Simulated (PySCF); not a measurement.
# C2H9NOSi: electronic excitations and core binding energies

Wanted: the electronic excitations and core binding energies of C2H9NOSi (`CC[Si@@H](N)O`), by calculation.

Computed with PySCF 2.14.0, with density-fitted response routines of our own, on a single molecule in the gas phase. Atoms are numbered from 0 throughout.

### 1 The molecule as given

14 atoms, charge 0, multiplicity 1; geometry from: GFN2-xTB.

Bonds of the start (Å): C0–C1 1.52, C1–Si2 1.90, Si2–N3 1.73, Si2–O4 1.63, C0–H5 1.09, C0–H6 1.09, C0–H7 1.09, C1–H8 1.09, C1–H9 1.09, Si2–H10 1.46, N3–H11 1.01, N3–H12 1.01, O4–H13 0.95.

### 2 TDDFT and polarisability: wB97X-D/def2-SVPD

Job settings and geometry (Å):

```
{"job": {"kind": "uv", "xc": "wB97X-D", "basis": "def2-SVPD", "nstates": 8, "ntriplets": 3}, "charge": 0, "multiplicity": 1}
C      1.495420     0.344758     1.286474
C      0.654830     0.730782     0.074690
Si    -0.889292    -0.362719    -0.118749
N     -1.581706     0.092771    -1.637162
O     -0.558113    -1.955920    -0.170872
H      2.393004     0.958628     1.355224
H      0.924951     0.473177     2.203522
H      1.797908    -0.698390     1.224655
H      0.366130     1.778254     0.167983
H      1.274632     0.664730    -0.822143
H     -1.749473    -0.329203     1.062900
H     -1.757294     1.067603    -1.813914
H     -2.355632    -0.454693    -1.978879
H     -0.016042    -2.310250    -0.870830
```

Method: TDDFT wB97X-D/def2-SVPD, vertical, gas phase, core orbitals frozen in the response.

The run is started by

```sh
> OMP_NUM_THREADS=1 python probes_run.py task.json out
```

The driver reads the jobs from task.json and runs them one after another.

Standard output:

```text
coarse grid: 11528 points
cycle   1  E = -500.6992465667  dE =  4.162e-01  |g| = 7.340e-01  |ddm| = 4.525e+00
cycle   2  E = -500.6879127542  dE =  1.133e-02  |g| = 8.121e-01  |ddm| = 1.884e+00
cycle   3  E = -500.8086342907  dE = -1.207e-01  |g| = 6.355e-02  |ddm| = 7.766e-01
cycle   4  E = -500.8093551607  dE = -7.209e-04  |g| = 3.006e-02  |ddm| = 1.150e-01
cycle   5  E = -500.8095631274  dE = -2.080e-04  |g| = 6.286e-03  |ddm| = 8.505e-02
cycle   6  E = -500.8095724321  dE = -9.305e-06  |g| = 1.925e-03  |ddm| = 2.528e-02
final grid: 104896 points
cycle   7  E = -500.8797199375  dE = -6.757e-05  |g| = 6.538e-03  |ddm| = 1.132e-01
cycle   8  E = -500.8797206296  dE = -6.920e-07  |g| = 6.630e-03  |ddm| = 1.682e-02
cycle   9  E = -500.8797296971  dE = -9.068e-06  |g| = 3.482e-04  |ddm| = 9.313e-03
cycle  10  E = -500.8797297487  dE = -5.166e-08  |g| = 1.816e-04  |ddm| = 2.238e-03
cycle  11  E = -500.8797297563  dE = -7.600e-09  |g| = 6.242e-05  |ddm| = 5.059e-04
cycle  12  E = -500.8797297574  dE = -1.015e-09  |g| = 1.659e-05  |ddm| = 2.219e-04
cycle  13  E = -500.8797297575  dE = -1.057e-10  |g| = 5.409e-06  |ddm| = 8.224e-05
converged SCF energy = -500.8797297575

Static polarisability (au): isotropic 62.202, principal 57.075 60.323 69.208

Singlet excitations
state   eV       nm        f      main configurations
  1   6.9031    179.6   0.04011   H->L 0.64, H->L+1 0.23
  2   7.6035    163.1   0.01323   H->L+1 0.43, H->L 0.19, H->L+2 0.17
  3   7.8882    157.2   0.02406   H-1->L 0.44, H->L+2 0.36
  4   8.1501    152.1   0.00209   H-1->L 0.26, H->L+2 0.23, H->L+1 0.18
  5   8.3196    149.0   0.00920   H-1->L+1 0.58, H-1->L+2 0.18
  6   8.5979    144.2   0.01595   H->L+3 0.29, H-1->L+2 0.29, H-1->L+1 0.12
  7   8.7498    141.7   0.07028   H->L+3 0.20, H->L+5 0.17, H-2->L 0.14
  8   8.8037    140.8   0.06674   H->L+4 0.27, H->L+3 0.26, H->L+7 0.10

Triplet excitations (Tamm-Dancoff, eV): 6.6792 7.3623 7.7171
```

It took 77 s on 1 thread of Intel Xeon at 2.50GHz, shared host; peak memory 0.74 GiB.

The orbitals next to the gap, with their largest atomic shares:

```csv
orbital,eV,atoms
HOMO−3,-11.57,"C0 24 %, C1 23 %, O4 11 %"
HOMO−2,-11.41,"O4 56 %, Si2 10 %, N3 9 %"
HOMO−1,-10.09,"C1 23 %, N3 22 %, O4 15 %"
HOMO,-9.35,"N3 49 %, Si2 15 %, C1 10 %"
LUMO,1.99,"Si2 34 %, O4 18 %, H13 9 %"
LUMO+1,2.54,"O4 16 %, C0 13 %, Si2 11 %"
LUMO+2,2.80,"O4 14 %, C1 13 %, C0 13 %"
```

With each of the 8 states as a Gaussian band of 0.4 eV half-width at 1/e, the curve within the window shown has maxima at 179 nm (ε 1,700), 142 nm (ε 6,200) L/(mol cm). Beyond the last state computed it falls off for lack of states. The curve at chosen wavelengths:

(nm, ε (L/mol/cm)): (136, 2979), (138, 4652), (141, 6157), (143, 5925), (146, 4286), (148, 3094), (150, 2238), (153, 1662), (155, 1570), (158, 1520), (160, 1435), (162, 1297), (165, 1075), (167, 991), (170, 1038), (172, 1180), (174, 1364), (177, 1597), (179, 1653), (182, 1540), (184, 1355), (186, 1121), (189, 757), (191, 544), (194, 303), (196, 193)

Ground-state properties from the same run:

```csv
property,computed
dipole moment (D),1.61
polarisability (Å³),9.22
HOMO–LUMO gap (eV),11.34
−ε(HOMO) (eV),9.35
```

### 3 X-ray photoelectron lines: SCAN, X2C

Settings changed since step 2:

```diff
@@ -1,2 +1,2 @@
-{"job": {"kind": "uv", "xc": "wB97X-D", "basis": "def2-SVPD", "nstates": 8, "ntriplets": 3}, "charge": 0, "multiplicity": 1}
+{"job": {"kind": "xps"}, "charge": 0, "multiplicity": 1}
 C      1.495420     0.344758     1.286474
```

Level: delta-SCF UKS SCAN, pcX-2 on the ionised atom, pcseg-1 elsewhere, spin-free X2C.

Standard output:

```text
ground state, core basis on atom 0 (C), 150 functions
  cycle   1  E = -501.52966582  |g| = 8.88e-01
  cycle   2  E = -501.27622687  |g| = 1.41e+00
  cycle   3  E = -501.69237219  |g| = 1.50e-01
  cycle   4  E = -501.69659519  |g| = 5.69e-02
  cycle   5  E = -501.69733289  |g| = 1.22e-02
  cycle   6  E = -501.69735932  |g| = 6.08e-03
  cycle   7  E = -501.69736724  |g| = 1.36e-03
  cycle   8  E = -501.69736813  |g| = 3.19e-04
  E(ground) = -501.74025844 Eh
hole in C 1s of atom 0
  cycle   1  E = -490.46899426  |g| = 1.50e+00
  cycle   2  E = -489.91498937  |g| = 1.73e+00
  cycle   3  E = -490.98499843  |g| = 3.17e-01
  cycle   4  E = -491.01780162  |g| = 1.29e-01
  cycle   5  E = -491.02406458  |g| = 5.08e-02
  cycle   6  E = -491.02513455  |g| = 8.64e-03
  cycle   7  E = -491.02516764  |g| = 5.43e-03
  cycle   8  E = -491.02518328  |g| = 2.02e-03
  cycle   9  E = -491.02518611  |g| = 1.13e-03
  cycle  10  E = -491.02518710  |g| = 7.14e-04
  cycle  11  E = -491.02518639  |g| = 1.18e-04
  E(ion) = -491.06719101 Eh   <S^2> = 0.7677   hole on atom = 1.000   binding energy = 290.429 eV
ground state, core basis on atom 1 (C), 150 functions
  cycle   1  E = -501.69858530  |g| = 5.93e-02
  cycle   2  E = -501.69851094  |g| = 2.75e-02
  cycle   3  E = -501.69859054  |g| = 2.13e-02
  cycle   4  E = -501.69870106  |g| = 1.38e-03
  cycle   5  E = -501.69869883  |g| = 2.95e-04
  E(ground) = -501.74194399 Eh
hole in C 1s of atom 1
  cycle   1  E = -490.47538193  |g| = 1.51e+00
  cycle   2  E = -489.80393116  |g| = 1.82e+00
  cycle   3  E = -490.99687345  |g| = 3.50e-01
  cycle   4  E = -491.03164985  |g| = 1.97e-01
  cycle   5  E = -491.04552382  |g| = 5.66e-02
  cycle   6  E = -491.04658096  |g| = 1.58e-02
  cycle   7  E = -491.04666381  |g| = 9.10e-03
  cycle   8  E = -491.04670278  |g| = 2.29e-03
  cycle   9  E = -491.04670657  |g| = 1.02e-03
  cycle  10  E = -491.04670634  |g| = 4.53e-04
  E(ion) = -491.08867683 Eh   <S^2> = 0.7678   hole on atom = 1.000   binding energy = 289.890 eV
ground state, core basis on atom 2 (Si), 161 functions
  cycle   1  E = -501.80575828  |g| = 2.90e-01
  cycle   2  E = -501.80584534  |g| = 5.26e-02
  cycle   3  E = -501.80589200  |g| = 4.09e-02
  cycle   4  E = -501.80619028  |g| = 7.32e-03
  cycle   5  E = -501.80620330  |g| = 1.75e-03
  cycle   6  E = -501.80620469  |g| = 2.95e-04
  E(ground) = -501.80757191 Eh
hole in Si 1s of atom 2
  cycle   1  E = -432.88002615  |g| = 4.35e+00
  cycle   2  E = -433.00398108  |g| = 2.15e+00
  cycle   3  E = -433.56331066  |g| = 8.41e-01
  cycle   4  E = -433.88646890  |g| = 3.18e-01
  cycle   5  E = -433.92151224  |g| = 1.20e-01
  cycle   6  E = -433.92738951  |g| = 3.14e-02
  cycle   7  E = -433.92761023  |g| = 2.07e-02
  cycle   8  E = -433.92781028  |g| = 4.73e-03
  cycle   9  E = -433.92781821  |g| = 2.30e-03
  cycle  10  E = -433.92782127  |g| = 2.70e-04
  E(ion) = -433.93700659 Eh   <S^2> = 0.7520   hole on atom = 1.000   binding energy = 1846.852 eV
hole in Si 2p of atom 2
  cycle   1  E = -497.54159118  |g| = 1.24e+00
  cycle   2  E = -497.40352145  |g| = 1.14e+00
  cycle   3  E = -497.80530287  |g| = 3.31e-01
  cycle   4  E = -497.85350010  |g| = 1.13e-01
  cycle   5  E = -497.85762172  |g| = 4.42e-02
  cycle   6  E = -497.85846913  |g| = 1.19e-02
  cycle   7  E = -497.85852547  |g| = 5.76e-03
  cycle   8  E = -497.85853941  |g| = 1.80e-03
  cycle   9  E = -497.85854050  |g| = 4.01e-04
  E(ion) = -497.87131826 Eh   <S^2> = 0.7513   hole on atom = 1.003   binding energy = 107.111 eV
  2p3/2 = 106.862 eV   2p1/2 = 107.487 eV
ground state, core basis on atom 3 (N), 150 functions
  cycle   1  E = -501.71202656  |g| = 7.92e-02
  cycle   2  E = -501.71191401  |g| = 4.12e-02
  cycle   3  E = -501.71201652  |g| = 3.62e-02
  cycle   4  E = -501.71226631  |g| = 5.25e-03
  cycle   5  E = -501.71227420  |g| = 7.57e-04
  cycle   6  E = -501.71227660  |g| = 3.53e-04
  E(ground) = -501.75360212 Eh
hole in N 1s of atom 3
  cycle   1  E = -486.15118678  |g| = 1.86e+00
  cycle   2  E = -485.64472140  |g| = 1.98e+00
  cycle   3  E = -486.79832075  |g| = 3.80e-01
  cycle   4  E = -486.82296698  |g| = 2.48e-01
  cycle   5  E = -486.84624961  |g| = 4.98e-02
  cycle   6  E = -486.84697450  |g| = 2.13e-02
  cycle   7  E = -486.84720628  |g| = 4.42e-03
  cycle   8  E = -486.84721746  |g| = 1.23e-03
  cycle   9  E = -486.84721791  |g| = 4.96e-04
  E(ion) = -486.88739978 Eh   <S^2> = 0.7639   hole on atom = 1.000   binding energy = 404.530 eV
ground state, core basis on atom 4 (O), 150 functions
  cycle   1  E = -501.73033949  |g| = 9.90e-02
  cycle   2  E = -501.72977526  |g| = 7.21e-02
  cycle   3  E = -501.73016241  |g| = 5.45e-02
  cycle   4  E = -501.73065175  |g| = 4.21e-03
  cycle   5  E = -501.73065448  |g| = 1.48e-03
  cycle   6  E = -501.73065611  |g| = 1.93e-04
  E(ground) = -501.77084407 Eh
hole in O 1s of atom 4
  cycle   1  E = -481.13884523  |g| = 2.22e+00
  cycle   2  E = -479.92882161  |g| = 2.44e+00
  cycle   3  E = -481.70458776  |g| = 7.40e-01
  cycle   4  E = -481.86408909  |g| = 4.23e-01
  cycle   5  E = -481.94244396  |g| = 9.20e-02
  cycle   6  E = -481.94601586  |g| = 2.62e-02
  cycle   7  E = -481.94636097  |g| = 9.28e-03
  cycle   8  E = -481.94640600  |g| = 2.76e-03
  cycle   9  E = -481.94641024  |g| = 7.24e-04
  cycle  10  E = -481.94641029  |g| = 2.16e-04
  E(ion) = -481.98758697 Eh   <S^2> = 0.7610   hole on atom = 1.000   binding energy = 538.330 eV
```

Wall time 4 min (1 thread of Intel Xeon at 2.50GHz, shared host); peak memory 0.64 GiB.

Binding energies by hole, beside the orbital energy of the ground state; the difference holds orbital relaxation and, for a density functional, its self-interaction error:

```csv
hole,stands for,environment,ΔSCF (eV; 2p as the shell's mean),−ε (eV),⟨S²⟩
C1s on C0,C0,methyl carbon,290.43,273.2,0.768
C1s on C1,C1,sp3 CH2 bonded to Si,289.89,273.0,0.768
Si1s on Si2,Si2,"silicon bonded to C, N, O, H",1846.85,1793.4,0.752
Si2p on Si2,Si2,"silicon bonded to C, N, O, H",107.07,96.1,0.751
N1s on N3,N3,"nitrogen bonded to Si, 2 H",404.53,385.3,0.764
O1s on O4,O4,"oxygen bonded to Si, H",538.33,516.3,0.761
```

With the spin-orbit splitting: Si2 2p3/2 106.86, 2p1/2 107.49 eV. The table gives each 2p level as the mean over the whole 2p shell (two parts 2p3/2, one part 2p1/2), which differs a little from the single hole in the log.

### 4 Summary of results

| quantity | value |
| --- | --- |
| lowest singlet (wB97X-D/def2-SVPD) | 6.90 eV (180 nm), f = 0.040 |
| brightest single state of those computed | state 7, 8.75 eV, f = 0.070 |
| lowest triplet | 6.68 eV |
| C1s binding energies, SCAN/pcX-2 | C0 290.43, C1 289.89 eV |
| Si1s binding energies, SCAN/pcX-2 | Si2 1846.85 eV |
| Si2p binding energies, SCAN/pcX-2 | Si2 107.07 eV |
| N1s binding energies, SCAN/pcX-2 | N3 404.53 eV |
| O1s binding energies, SCAN/pcX-2 | O4 538.33 eV |

**Reading.** The first singlet state (HOMO→LUMO 0.64, HOMO→LUMO+1 0.23) lies at 6.90 eV and is weak; of the 8 states computed, the strongest absorption comes from state 7 at 8.75 eV (the last state computed is bright too, and its partners may lie past the list). The lowest triplet lies 0.22 eV below the lowest singlet (triplets in Tamm-Dancoff, singlets in full TDDFT). C0 (methyl carbon) binds its C1s electron 0.54 eV more tightly than C1 (sp3 CH2 bonded to Si).
